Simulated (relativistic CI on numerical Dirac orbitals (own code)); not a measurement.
# Ions of titanium: ground levels and radial parameters

Each member is run with a single configuration, to see the trend of ground level, magnetic moment, spin-orbit coupling and shell size.

Program: relativistic CI on numerical Dirac orbitals (own code) version 3. Level of theory: Dirac-Coulomb-Breit CI, KLI orbitals optimised for each configuration, model QED (radiative potential, 1s self-energy scaled to tabulated hydrogen-like ionisation energies), valence Slater integrals scaled by 0.9. These are calculated values, not measurements, unless marked.

### 1 The atom as given

- members: Ti⁷⁺ [Ne] 3s2 3p3, Ti⁸⁺ [Ne] 3s2 3p2, Ti⁹⁺ [Ne] 3s2 3p, Ti¹¹⁺ [Ne] 3s, Ti¹³⁺ [He] 2s2 2p5
- Slater scale: 0.9

### 2 Ti⁷⁺, [Ne] 3s2 3p3

Settings, as recorded:

```ini
atom Ti  Z=22  charge=7  electrons=15
nucleus A=48  rms_radius_fm=3.5921
hamiltonian dirac-coulomb  breit=on  qed=on  c_scale=1
orbitals kli  potential=per-configuration
slater_scale 0.9
correlation none
mixing on
configurations
  [Ne] 3s2 3p3
end
```

Command:

```console
$ python run_levels.py task.json out
```

One command runs all members of the session, one after another, from task.json.

### 3 Ti⁸⁺, [Ne] 3s2 3p2

Settings, as recorded:

```ini
atom Ti  Z=22  charge=8  electrons=14
nucleus A=48  rms_radius_fm=3.5921
hamiltonian dirac-coulomb  breit=on  qed=on  c_scale=1
orbitals kli  potential=per-configuration
slater_scale 0.9
correlation none
mixing on
configurations
  [Ne] 3s2 3p2
end
```

### 4 Ti⁹⁺, [Ne] 3s2 3p

Settings, as recorded:

```ini
atom Ti  Z=22  charge=9  electrons=13
nucleus A=48  rms_radius_fm=3.5921
hamiltonian dirac-coulomb  breit=on  qed=on  c_scale=1
orbitals kli  potential=per-configuration
slater_scale 0.9
correlation none
mixing on
configurations
  [Ne] 3s2 3p
end
```

### 5 Ti¹¹⁺, [Ne] 3s

Settings: those of step 4 with these lines changed.

```diff
@@ -1,2 +1,2 @@
-atom Ti  Z=22  charge=9  electrons=13
+atom Ti  Z=22  charge=11  electrons=11
 nucleus A=48  rms_radius_fm=3.5921
@@ -8,3 +8,3 @@
 configurations
-  [Ne] 3s2 3p
+  [Ne] 3s
 end
```

### 6 Ti¹³⁺, [He] 2s2 2p5

Settings: those of step 5 with these lines changed.

```diff
@@ -1,2 +1,2 @@
-atom Ti  Z=22  charge=11  electrons=11
+atom Ti  Z=22  charge=13  electrons=9
 nucleus A=48  rms_radius_fm=3.5921
@@ -8,3 +8,3 @@
 configurations
-  [Ne] 3s
+  [He] 2s2 2p5
 end
```

(Steps that only read results are left out.)

What does the calculation give? Wanted: lowest levels; largest moment; ζ, first and last; <r>, first and last.

The runs gave:

| quantity | value |
| --- | --- |
| lowest levels | Ti⁷⁺ 4S°3/2, Ti⁸⁺ 3P0, Ti⁹⁺ 2P°1/2, Ti¹¹⁺ 2S1/2, Ti¹³⁺ 2P°3/2 |
| largest moment | 3.87 μB (Ti⁷⁺) |
| ζ, first and last | 3p 4490, 2p 31300 cm⁻¹ |
| <r>, first and last | 3p 0.943, 2p 0.277 bohr |

**Reading.** The open shell changes along the series (3p, 3s, 2p), so ζ and <r> compare only within one shell. The largest moment belongs to Ti⁷⁺. All lowest levels keep an LS purity of 70 % or more.
